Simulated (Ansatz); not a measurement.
# OPb: the cost of one run

Program: Ansatz 0.2.0. Level of theory: the levels named in each step. These are calculated values, not measurements.

### 1 Starting point

Bond lengths: O1–Pb2 1.920 Å.

Coordinates:

```xyz
2

O     0.0000    0.0000    0.0000
Pb    0.0000    0.0000    1.9196
```

### 2 A rough first relaxation, PBE-D4/def2-SVP

The input, input.yaml:

```yaml
crystal:
  periodic: [false, false, false]
  atoms:
    - { symbol: O, position_ang: [0.0, 0.0, 0.0] }
    - { symbol: Pb, position_ang: [0.0, 0.0, 1.91961] }
magnetization:
  spin_polarized: true
  initial_magnetization: 1
total_charge: 1
basis:
  gaussian: { orbitals: def2-SVP }
hamiltonian:
  xc: pbe
  dispersion: d4
relax:
  f_tol: 0.03
  max_steps: 200
```

Run with:

```console
> ansatz run input.yaml --threads 2 --pin off --max-ram 5120MiB --backend cpu --events-out ev --progress --plain --runs-dir out
```

Q: Estimate wall time and peak memory on 2 threads of Arm Neoverse V1, shared host.

About 7.3 s, with a peak of 0.1 GiB.
